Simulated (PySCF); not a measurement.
**A diatomic session: CaO**

One job finds the state of CaO, follows it along the bond with each method and fits the curves.

The runs use PySCF 2.14.0; Ca x2c-SVPall, O x2c-SVPall, spin-free X2C with a Gaussian nucleus.

### 1 The job

Settings of the job:

- atoms: Ca, O
- charge: 0
- basis: Ca x2c-SVPall, O x2c-SVPall
- Hamiltonian: spin-free X2C with a Gaussian nucleus
- basis functions: 38
- electrons treated: 28
- masses in u: 39.9626, 15.9949
- levels: PBE0, PBE, r²SCAN, PW91, PBEsol, BLYP, ωB97X, HF, MP2, SCS-MP2, CCSD, CCSD(T)
- grid: 80 radial by 434 angular points
- occupations: held fixed by the projection of orbital angular momentum
- dissociation limit: Ca + O, each in its ground configuration
- starting distance in angstrom: 2.190
- values of 2S to try: 0, 2

Run with:

```bash
> OMP_NUM_THREADS=1 python dia.py task.json out
```

The runs that follow: First curve: PBE0; Higher solutions at PBE0; PBE (GGA); r²SCAN (meta-GGA); PW91 (GGA); PBEsol (GGA); BLYP (GGA); ωB97X (range-separated hybrid); RHF (mean field); Correlated methods on the Hartree–Fock reference.

What does the calculation give? Wanted: for each run, Re; ωe; De; μ.

As calculated:

Lowest PBE0 solution found, without spin–orbit coupling: ¹Σ⁺ (singlet), closed shell. State 2 has its PBE0 minimum 0.76 eV higher. State 3 has its PBE0 minimum 0.78 eV higher, as a spin-mixed determinant (⟨S²⟩ = 1.00), so this is no gap between pure states. The other levels ran on the lowest alone.

```tsv
level	Re (Å)	ωe (cm⁻¹)	De (eV)	μ (D)
RHF	1.824	858	0.087	-10.93
RHF-CCSD	1.870	725	2.41	n/a
PBE	1.826	771	4.97	-7.29
PBEsol	1.810	792	5.31	-7.32
PW91	1.822	778	5.06	-7.33
BLYP	1.843	751	4.76	-7.15
r²SCAN	1.817	802	4.66	-7.92
PBE0	1.805	818	4.02	-8.38
ωB97X	1.801	830	3.92	-9.16
```

De is counted to Ca + O in their ground configurations. A positive dipole means Ca(−)O(+). No constants: RHF-MP2 (fits of two degrees disagree); RHF-SCS-MP2 (fits of two degrees disagree); RHF-CCSD(T) (no minimum is bracketed among the points kept).

Bond lengths run from 1.801 Å (ωB97X) to 1.870 Å (RHF-CCSD). Among the levels with a De in the table, it runs from 0.087 eV (RHF) to 5.31 eV (PBEsol).

Correlated steps freeze 6 core orbitals. T1 is 0.082 near the minimum (highest on the curve 0.119), which may point to more than one leading configuration.
